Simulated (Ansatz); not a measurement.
Consider cell relaxations under several functionals of Ni, space group P6_3/mmc (the Ansatz DFT code, driven from Python).

`run_lattice.py`
```python
'''Relaxed cell of Ni under several functionals.'''

from dataclasses import dataclass
import warnings

import ansatz
import numpy as np


@dataclass(frozen=True)
class Settings:
    k_length: int = 29
    filling: str = 'fermi_dirac'


cfg = Settings()

def edges_and_angles(cell):
    cell = np.asarray(cell)
    a, b, c = np.linalg.norm(cell, axis=1)
    cosines = cell[1] @ cell[2] / (b * c), cell[0] @ cell[2] / (a * c), cell[0] @ cell[1] / (a * b)
    return (a, b, c, *np.degrees(np.arccos(cosines)))


def main() -> None:
    warnings.simplefilter('ignore', ansatz.DeckWarning)

    crystal = (
        ansatz.Lattice.of((2.448023, 0.0, 0.0), (-1.224011, 2.12005, 0.0), (0.0, 0.0, 4.072808))
        .atom('Ni', (1 / 3, 2 / 3, 0.25))
        .atom('Ni', (2 / 3, 1 / 3, 0.75))
        .moments(Ni=1.5)
    )

    setup = (
        crystal.calculation()
        .basis(31 * ansatz.Ry)
        .kpoints(length=cfg.k_length)
        .occupations(cfg.filling, width=100 * ansatz.meV)
        .spin('collinear')  # spin-polarised run
        .relax(cell=True)
    )

    levels = [('pbesol', 'd3bj'), ('lda', 'none'), ('pbesol', 'none')]
    print('level            a       b       c    alpha   beta  gamma  V/atom  steps')
    for name, dispersion in levels:
        seen = []
        run = setup.functional(name, dispersion=dispersion).session().plan()
        done = run.execute(on_event=lambda e: seen.append(e) if e['event'] == 'relax_step' else None)
        cell = done.lattice.cell_ang
        label = name if dispersion == 'none' else f'{name}+{dispersion}'
        print('{:13s} {:7.4f} {:7.4f} {:7.4f} {:6.2f} {:6.2f} {:6.2f}'.format(label, *edges_and_angles(cell)), f'{abs(np.linalg.det(cell)) / len(done.lattice.sites):7.3f} {len(seen):5d}')


if __name__ == '__main__':
    main()
```

Rank the levels of theory by the volume of the relaxed cell.

From smallest to largest: LDA (10.07 Å³ an atom, -4.7 % against the start), PBEsol+D3BJ (10.13 Å³ an atom, -4.2 % against the start) and PBEsol (10.43 Å³ an atom, -1.3 % against the start). The spread is 3.5 % in volume.

What the script printed:

Output of `python run_lattice.py`:
```text
level            a       b       c    alpha   beta  gamma  V/atom  steps
pbesol+d3bj    2.4258  2.4258  3.9746  90.00  90.00 120.00  10.128     6
lda            2.4209  2.4209  3.9695  90.00  90.00 120.00  10.074     6
pbesol         2.4501  2.4501  4.0127  90.00  90.00 120.00  10.431     5
```

The magnetic order follows from the starting moments and needn't be the lowest. Forces vanish by symmetry, so the ions can't move, and the end may be a saddle. Dispersion corrections can be off by several per cent in the lattices of metals, and by several GPa in the pressure at a fixed cell. For a metal this k-point mesh is coarse: on a finer one energies can move by several to tens of meV an atom and pressures by half a GPa or more, differences at one mesh by less. This isn't the structure that Ni takes at ambient conditions. Wall time of the script: 72 s on 1 thread of Intel(R) Xeon(R) Processor @ 2.30GHz, on a shared host, peak memory 0.56 GiB.
